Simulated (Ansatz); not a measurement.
# Ru2Cl: the cost of one run

Method: DFT PBE, scalar-relativistic, plane waves, PAW, in Ansatz 0.2.0.

## (1) The system as given

Symmetry: P4/nmm, No. 129, tetragonal system. Conventional cell: a = 3.976 Å, b = 3.976 Å, c = 6.066 Å, α = 90.00°, β = 90.00°, γ = 90.00°. Around Ru (site symmetry -4m2) lie 8 Ru at 2.58 to 2.81 Å and 4 Cl at 2.70 Å. Ru (site symmetry 4mm) is surrounded by 4 Ru at 2.58 Å and 5 Cl at 2.61 to 2.82 Å. Cl (site symmetry 4mm) is surrounded by 9 Ru at 2.61 to 2.82 Å.

Structure file:

```
CELL_PARAMETERS angstrom
3.97593 0.00000 0.00000
0.00000 3.97593 0.00000
0.00000 0.00000 6.06648
ATOMIC_POSITIONS crystal
Ru 0.00000 0.00000 0.00000
Ru 0.50000 0.50000 0.00000
Ru 0.00000 0.50000 0.27000
Ru 0.50000 0.00000 0.73000
Cl 0.00000 0.50000 0.70000
Cl 0.50000 0.00000 0.30000
```

(A quick probe on a coarse mesh, which set the mesh and smearing, is not shown.)

## (3) A loose first relaxation

Input file input.yaml:

```yaml
crystal:
  lattice:
    - [3.9759283054, 0.0, 0.0]
    - [0.0, 3.9759283054, 0.0]
    - [0.0, 0.0, 6.0664777826]
  atoms:
    - { symbol: Ru, position: [0.0, 0.0, 0.0], spin: 0.34 }
    - { symbol: Ru, position: [0.5, 0.5, 0.0], spin: 0.34 }
    - { symbol: Ru, position: [0.0, 0.5, 0.27], spin: 0.31 }
    - { symbol: Ru, position: [0.5, 0.0, 0.73], spin: 0.31 }
    - { symbol: Cl, position: [0.0, 0.5, 0.7] }
    - { symbol: Cl, position: [0.5, 0.0, 0.3] }
basis:
  ecutwfc: 420
kpoints:
  mp_grid: { grid: [4, 4, 4] }
hamiltonian:
  xc: pbe
scf:
  occupations: { method: gaussian, width: 0.1 }
  lower_state_search: "off"
output:
  forces: true
  stress: true
  eigenvalues: true
  populations: true
magnetization:
  spin_polarized: true
relax:
  adjacent_minimum: "off"
  f_tol: 0.04
  max_steps: 70
  cell: { stress_tol: 0.4 }
```

Launch:

```bash
ansatz run input.yaml --threads 1 --pin off --max-ram 2560MiB --backend cpu --events-out ev --progress --plain --runs-dir out
```

Q: Estimate wall time and peak memory on 1 thread of Arm Neoverse V2, shared host.

About 9.7 min, with a peak of 0.48 GiB.
